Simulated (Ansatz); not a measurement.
# CH₃Cl₂GaS: how energies converge with the basis set

How large a basis does CH₃Cl₂GaS need? Two functionals are run in growing sets.

Program: Ansatz 0.2.0, Gaussian basis. Level of theory: one geometry, several basis sets. These are calculated values, not measurements.

Levels to be run: PBE0-D4/def2-SVP; ωB97M-V/def2-SVP; PBE0-D4/def2-QZVPP; ωB97M-V/def2-QZVPP; the functionals' def2-TZVPP values are taken from earlier runs.

## 1. The relaxed structure

All runs share one geometry, relaxed beforehand with PBE0-D4 in a triple-zeta def2 set.

SMILES `C[S][Ga]([Cl])[Cl]`, 8 atoms, charge 0, spin multiplicity 1.

Atoms are counted from 1 here; the program's logs count them from 0.

Bond lengths: C1–S2 1.821 Å, C1–H6 1.088 Å, C1–H7 1.088 Å, C1–H8 1.090 Å, S2–Ga3 2.168 Å, Ga3–Cl4 2.123 Å, Ga3–Cl5 2.133 Å. Angles: S2–C1–H6 111.3°, S2–C1–H7 111.3°, S2–C1–H8 105.7°, H6–C1–H7 110.0°, H6–C1–H8 109.2°, H7–C1–H8 109.2°, C1–S2–Ga3 101.2°, S2–Ga3–Cl4 121.4°, S2–Ga3–Cl5 120.8°, Cl4–Ga3–Cl5 117.8°.

## 2. PBE0-D4 in def2-SVP

Contents of in.yaml:

```yaml
crystal:
  periodic: [false, false, false]
  atoms:
    - {symbol: C, position_ang: [-0.199056, -0.105006, 1.426123]}
    - {symbol: S, position_ang: [0.544437, -1.218502, 0.192595]}
    - {symbol: Ga, position_ang: [0.309024, -0.055133, -1.621595]}
    - {symbol: Cl, position_ang: [0.982345, -0.784033, -3.498854]}
    - {symbol: Cl, position_ang: [-0.611513, 1.868397, -1.573215]}
    - {symbol: H, position_ang: [-1.248522, 0.081969, 1.208871]}
    - {symbol: H, position_ang: [0.341455, 0.837250, 1.485621]}
    - {symbol: H, position_ang: [-0.118171, -0.624943, 2.380455]}
basis:
  gaussian: {orbitals: def2-SVP}
hamiltonian: {xc: pbe0, dispersion: d4}
output: {orbitals: {seedname: orbitals}}
```

The run is started by

```
$ ansatz run in.yaml --threads 4 --pin off --events-out ev --progress --plain --max-ram 10444MiB
```

Further steps of the session: ωB97M-V in def2-SVP; PBE0-D4 in def2-QZVPP; ωB97M-V in def2-QZVPP.

**Question.** What will the summary of the whole plan be? Wanted: PBE0-D4: double and triple zeta above quadruple; ωB97M-V: double and triple zeta above quadruple.

The runs gave:

| quantity | value |
| --- | --- |
| PBE0-D4: double and triple zeta above quadruple | 22.62, 2.29 eV |
| ωB97M-V: double and triple zeta above quadruple | 22.43, 2.20 eV |

**Reading.** For PBE0-D4 the step from double to triple zeta gains 20.33 eV and the next only 2.29 eV. Total energies overstate the basis error of differences, where much of it tends to cancel.
